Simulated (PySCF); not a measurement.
O2TiF2H2, in a box:

```
O Ti F H
1.0
    14.00000    0.00000    0.00000
     0.00000   12.00000    0.00000
     0.00000    0.00000   12.00000
O Ti F H
2 1 2 2
Direct
  0.40781 0.55950 0.60070
  0.59645 0.46737 0.58186
  0.49369 0.50762 0.50465
  0.44736 0.39387 0.42949
  0.52297 0.60963 0.40497
  0.34445 0.58911 0.59450
  0.65741 0.43615 0.56327
```

Base run:

| Property | Result |
| --- | --- |
| Program | PySCF 2.14.0 |
| Functional | PBE |
| Potentials or basis | def2-svp (all-electron) |
| k mesh | 1 × 1 × 1 |
| Occupations | fixed |
| Spin | no spin polarisation |

Its results: gap between the frontier levels 4.95 eV.

Problem. The run is repeated on the same cell with these changes: functional from PBE to TM. What comes out?

Solution. Gap between the frontier levels 5.12 eV.

TM gives the wider gap, since meta-GGAs in the generalised Kohn-Sham scheme recover part of the derivative discontinuity.

Caveats: this is a molecule in a periodic box at the Γ point, so its band gap is the HOMO-LUMO gap; the basis of atomic orbitals isn't converged, which shifts pressures, moduli and gaps.

A k mesh can miss the band edges.

Not every run made on this cell is shown here.
